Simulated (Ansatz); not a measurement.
# C₆H₁₅ClO₃Ti: small, medium and large basis sets

One table from this session's results is given with a row withheld; the runs are named, their logs left out.

Computed with Ansatz 0.2.0, Gaussian basis. Level: one geometry, several basis sets.

Levels to be run: PBE0-D4/def2-SVP; ωB97M-V/def2-SVP; PBE0-D4/def2-QZVPP; ωB97M-V/def2-QZVPP; the functionals' def2-TZVPP values are taken from earlier runs.

### The geometry

An earlier PBE0-D4 in a triple-zeta def2 set relaxation fixed the geometry.

SMILES `CC[O][Ti]([Cl])([O]CC)[O]CC`, 26 atoms, charge 0, spin multiplicity 1.

Atoms are counted from 1 here; the program's logs count them from 0.

Bond lengths: C1–C2 1.512 Å, C1–H12 1.092 Å, C1–H13 1.093 Å, C1–H14 1.093 Å, C2–O3 1.397 Å, C2–H15 1.096 Å, C2–H16 1.097 Å, O3–Ti4 1.767 Å, Ti4–Cl5 2.242 Å, Ti4–O6 1.767 Å, Ti4–O9 1.767 Å, O6–C7 1.397 Å, C7–C8 1.512 Å, C7–H17 1.096 Å, C7–H18 1.097 Å, C8–H19 1.093 Å, C8–H20 1.093 Å, C8–H21 1.092 Å and more. Angles: C2–C1–H12 110.7°, C2–C1–H13 110.7°, C2–C1–H14 110.2°, H12–C1–H13 108.3°, H12–C1–H14 108.5°, H13–C1–H14 108.3°, C1–C2–O3 112.2°, C1–C2–H15 110.4°, C1–C2–H16 110.4°, O3–C2–H15 108.2°, O3–C2–H16 108.2°, H15–C2–H16 107.3°, C2–O3–Ti4 152.0°, O3–Ti4–Cl5 110.3°, O3–Ti4–O6 108.7°, O3–Ti4–O9 108.7°, Cl5–Ti4–O6 110.3°, Cl5–Ti4–O9 110.3° and more.

The first run:

in.yaml

```yaml
crystal:
  periodic: [false, false, false]
  atoms:
    - {symbol: C, position_ang: [-1.016844, 1.031963, 2.401562]}
    - {symbol: C, position_ang: [-1.326330, -0.447324, 2.344103]}
    - {symbol: O, position_ang: [-0.443336, -1.138785, 1.511215]}
    - {symbol: Ti, position_ang: [0.972835, -1.212490, 0.457315]}
    - {symbol: Cl, position_ang: [2.323470, -2.887635, 1.087122]}
    - {symbol: O, position_ang: [1.827654, 0.330715, 0.550585]}
    - {symbol: C, position_ang: [2.241834, 1.548672, 0.006411]}
    - {symbol: C, position_ang: [1.685579, 1.771925, -1.382095]}
    - {symbol: O, position_ang: [0.428366, -1.457890, -1.205310]}
    - {symbol: C, position_ang: [-0.569335, -1.541587, -2.179285]}
    - {symbol: C, position_ang: [-1.941127, -1.239735, -1.618561]}
    - {symbol: H, position_ang: [-0.003087, 1.200389, 2.770395]}
    - {symbol: H, position_ang: [-1.100216, 1.483571, 1.409942]}
    - {symbol: H, position_ang: [-1.718202, 1.537979, 3.069398]}
    - {symbol: H, position_ang: [-1.268404, -0.889472, 3.345551]}
    - {symbol: H, position_ang: [-2.345962, -0.611268, 1.973978]}
    - {symbol: H, position_ang: [3.337829, 1.558397, -0.014298]}
    - {symbol: H, position_ang: [1.921517, 2.352239, 0.681130]}
    - {symbol: H, position_ang: [2.038158, 2.726460, -1.780256]}
    - {symbol: H, position_ang: [0.593128, 1.790162, -1.363101]}
    - {symbol: H, position_ang: [2.002932, 0.975287, -2.057938]}
    - {symbol: H, position_ang: [-0.321826, -0.839209, -2.984896]}
    - {symbol: H, position_ang: [-0.544626, -2.550340, -2.607765]}
    - {symbol: H, position_ang: [-1.979715, -0.224904, -1.215057]}
    - {symbol: H, position_ang: [-2.696400, -1.326154, -2.403462]}
    - {symbol: H, position_ang: [-2.192389, -1.936766, -0.816583]}
basis:
  gaussian: {orbitals: def2-SVP}
hamiltonian: {xc: pbe0, dispersion: d4}
output: {orbitals: {seedname: orbitals}}
```

Started as:

```bash
$ ansatz run in.yaml --threads 11 --pin off --events-out ev --progress --plain --max-ram 174080MiB --backend cpu
```

Steps of the session up to this table: PBE0-D4 in def2-SVP; ωB97M-V in def2-SVP; PBE0-D4 in def2-QZVPP; ωB97M-V in def2-QZVPP.

One table of the session follows, with a row left open; its other results are not shown here.

It belongs to the step «Density functionals: the series». 

| functional | basis | HOMO (eV) |
| --- | --- | --- |
| PBE0-D4 | def2-SVP | -7.82 |
| PBE0-D4 | def2-TZVPP | -8.01 |
| PBE0-D4 | def2-QZVPP | -8.03 |
| ωB97M-V | def2-SVP | -10.05 |
| ωB97M-V | def2-TZVPP | -10.29 |
| ωB97M-V | def2-QZVPP | ? |

**Question.** Estimate the row for ωB97M-V, def2-QZVPP.

**Answer.** HOMO (eV): -10.31. In the column «HOMO (eV)» it is the lowest.
